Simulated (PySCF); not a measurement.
# C2H5FGeO2: the cost of one run

The runs use PySCF 2.14.0, with density-fitted response routines of our own; the level of theory stands in each step. All values are computed, except where a source is named. Atoms count from 0, in the outputs and in this text.

### 1 The molecule as given

11 atoms, charge 0, multiplicity 1; geometry from: GFN2-xTB. The atoms were then displaced at random by about 0.01 Å, so the start is not that level's minimum.

Bonds of the start (Å): F0–Ge1 1.76, Ge1–O2 1.77, O2–C3 1.37, C3–C4 1.56, C4–O5 1.41, O5–Ge1 1.75, Ge1–H6 1.50, C3–H7 1.10, C3–H8 1.08, C4–H9 1.07, C4–H10 1.11.

### 2 Geometry optimisation at PBE0-D3(BJ)/def2-SVP

The job: settings as JSON, then the geometry in Å.

```
{"job": {"xc": "PBE0", "basis": "def2-SVP", "d3": "d3bj", "grid": 1, "shake": 0.01, "kind": "geom"}, "charge": 0, "multiplicity": 1}
F      2.189900    -0.581760     1.781220
Ge     1.554810    -0.183720     0.192370
O      0.459430     1.198580     0.333050
C     -0.765280     0.886880    -0.190740
C     -0.991020    -0.652400    -0.179800
O      0.274960    -1.263480    -0.322500
H      2.782620    -0.143520    -0.666530
H     -1.533840     1.384320     0.425580
H     -0.866280     1.265750    -1.193680
H     -1.627080    -0.975020    -0.983880
H     -1.440090    -0.961460     0.789260
```

Command:

```sh
$ OMP_NUM_THREADS=1 python probes_run.py task.json out
```

This one command runs all jobs of the session in turn.

**Question.** How long does this first job take on 1 thread of Arm Neoverse V2, shared host, and how much memory does it need?

About 55 s, with a peak of 0.51 GiB.
